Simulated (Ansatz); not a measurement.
# AlH5O2Si: up Jacob's ladder to CCSD(T)

One table from this session's results is given with a row withheld; the runs are named, their logs left out.

Method: functionals in def2-TZVPP, the program's frozen cores in correlated methods; program: Ansatz 0.2.0, Gaussian basis.

Levels to be run: LDA (SPW92), PBE-D4, revPBE-D4, BLYP-D4, r2SCAN-D4, B97M-V, PBE0-D4, B3LYP-D4, r2SCANh-D4, r2SCAN0-D4, HSE06-D4, BHLYP-D4, CAM-B3LYP-D4, LC-ωPBE, ωB97X-V, ωB97M-V, B2PLYP, PBE-QIDH; CCSD(T)/def2-SVP; CCSD(T)/def2-TZVPP; MP2/def2-QZVPP; extrapolation to the limit; RPA on PBE.

## The geometry

The geometry comes from an earlier relaxation with PBE0-D4 in a triple-zeta def2 set; it is a stationary point, not always the lowest conformer.

SMILES `O[SiH2][O][AlH2]`, 9 atoms, charge 0, spin multiplicity 1.

Atoms are counted from 1 here; the program's logs count them from 0.

Bond lengths: O1–Si2 1.642 Å, O1–H5 0.958 Å, Si2–O3 1.619 Å, Si2–H6 1.480 Å, Si2–H7 1.487 Å, O3–Al4 1.683 Å, Al4–H8 1.580 Å, Al4–H9 1.579 Å. Angles: Si2–O1–H5 117.9°, O1–Si2–O3 112.5°, O1–Si2–H6 104.7°, O1–Si2–H7 110.2°, O3–Si2–H6 110.2°, O3–Si2–H7 107.6°, H6–Si2–H7 111.8°, Si2–O3–Al4 173.6°, O3–Al4–H8 117.8°, O3–Al4–H9 118.1°, H8–Al4–H9 124.1°.

Set-up of the first run:

The input, in.yaml:

```yaml
crystal:
  periodic: [false, false, false]
  atoms:
    - {symbol: O, position_ang: [-0.795067, 1.829420, -0.898217]}
    - {symbol: Si, position_ang: [0.173035, 1.196684, 0.266909]}
    - {symbol: O, position_ang: [0.250787, -0.418868, 0.197712]}
    - {symbol: Al, position_ang: [0.325719, -2.080506, -0.060638]}
    - {symbol: H, position_ang: [-1.740838, 1.705756, -0.810913]}
    - {symbol: H, position_ang: [1.506055, 1.782810, 0.005036]}
    - {symbol: H, position_ang: [-0.337306, 1.564905, 1.614248]}
    - {symbol: H, position_ang: [-0.959489, -2.795723, -0.636782]}
    - {symbol: H, position_ang: [1.665604, -2.830577, 0.305447]}
basis:
  gaussian: {orbitals: def2-TZVPP}
hamiltonian: {xc: lda}
output: {orbitals: {seedname: orbitals}}
```

Command:

```sh
$ ansatz run in.yaml --threads 2 --pin off --events-out ev --progress --plain --max-ram 4352MiB
```

Steps of the session up to this table: LDA; PBE-D4 (GGA); revPBE-D4 (GGA); BLYP-D4 (GGA); r2SCAN-D4 (meta-GGA); B97M-V (meta-GGA); B3LYP-D4 (hybrid); r2SCANh-D4 (hybrid); r2SCAN0-D4 (hybrid); HSE06-D4 (hybrid); BHLYP-D4 (hybrid); CAM-B3LYP-D4 (range-separated); LC-ωPBE (range-separated); ωB97X-V (range-separated); ωB97M-V (range-separated); B2PLYP (double hybrid); PBE-QIDH (double hybrid).

One of the session's tables, all rows but one given; the rest of the session is left out.

It belongs to the step «Orbital energies across the functionals». 

| functional | HOMO (eV) | gap (eV) |
| --- | --- | --- |
| LDA (SPW92) | -7.03 | 4.84 |
| PBE-D4 | -6.97 | 5.01 |
| revPBE-D4 | -6.94 | 5.08 |
| BLYP-D4 | -6.89 | 5.03 |
| r2SCAN-D4 | -7.30 | 5.73 |
| B97M-V | -7.42 | 5.53 |
| PBE0-D4 | -8.32 | 7.14 |
| B3LYP-D4 | -8.13 | 6.73 |
| r2SCANh-D4 | -7.80 | 6.48 |
| r2SCAN0-D4 | -8.54 | 7.59 |
| HSE06-D4 | -7.92 | 6.37 |
| BHLYP-D4 | -9.61 | 9.17 |
| CAM-B3LYP-D4 | ? | ? |
| LC-ωPBE | -11.09 | 11.93 |
| ωB97X-V | -10.76 | 11.47 |
| ωB97M-V | -10.57 | 10.97 |

Q: Estimate the row for CAM-B3LYP-D4 from the others.

The run gave: HOMO (eV): -9.74; gap (eV): 9.45. In the column «HOMO (eV)» it lies between ωB97M-V (-10.57) and BHLYP-D4 (-9.61).
